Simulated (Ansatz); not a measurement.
# TaF3: the cost of one run

Program: Ansatz 0.2.0. Level of theory: DFT PBE, scalar-relativistic, plane waves, PAW. These are calculated values, not measurements.

## (1) The structure to begin with

The structure is tetragonal, space group P4/mmm (No. 123). Conventional cell: a = 3.467 Å, b = 3.467 Å, c = 4.814 Å, α = 90.00°, β = 90.00°, γ = 90.00°. Around Ta (site symmetry 4/mmm) lie 2 F at 1.51 Å. Around F (site symmetry 4/mmm) lie 4 Ta at 2.45 Å. F (site symmetry 4mm) is surrounded by 1 Ta at 1.51 Å.

As a file:

```cif
data_structure
_symmetry_space_group_name_H-M 'P4/mmm'
_symmetry_Int_Tables_number 123
_cell_length_a 3.4671
_cell_length_b 3.4671
_cell_length_c 4.8137
_cell_angle_alpha 90.000
_cell_angle_beta 90.000
_cell_angle_gamma 90.000
_cell_volume 57.86
loop_
_atom_site_label
_atom_site_type_symbol
_atom_site_symmetry_multiplicity
_atom_site_Wyckoff_symbol
_atom_site_fract_x
_atom_site_fract_y
_atom_site_fract_z
_atom_site_occupancy
Ta1 Ta 1 d 0.50000 0.50000 0.50000 1
F1 F 1 b 0.00000 0.00000 0.50000 1
F2 F 2 h 0.50000 0.50000 0.18661 1
```

Recipe of the guess: random cell by space group and Wyckoff sites (P4/mmm, No. 123). Its size is a rough estimate.

## (2) A first look at the guess

Contents of input.yaml:

```yaml
crystal:
  lattice:
    - [3.46706537, 0.0, 0.0]
    - [0.0, 3.46706537, 0.0]
    - [0.0, 0.0, 4.81370978]
  atoms:
    - { symbol: Ta, position: [0.5, 0.5, 0.5] }
    - { symbol: F, position: [0.0, 0.0, 0.5] }
    - { symbol: F, position: [0.5, 0.5, 0.18660856] }
    - { symbol: F, position: [0.5, 0.5, 0.81339144] }
basis:
  ecutwfc: 420
kpoints:
  mp_grid: { grid: [6, 6, 4] }
hamiltonian:
  xc: pbe
scf:
  occupations: { method: gaussian, width: 0.1 }
  lower_state_search: "off"
output:
  forces: true
  stress: true
  eigenvalues: true
```

On the command line:

```bash
> ansatz run input.yaml --threads 1 --pin off --max-ram 2560MiB --backend cpu --events-out ev --progress --plain --runs-dir out
```

What time and memory should one allow on 1 thread of Intel Xeon 6975P-C (Granite Rapids), shared host?

About 1 s, with a peak of 0.34 GiB.
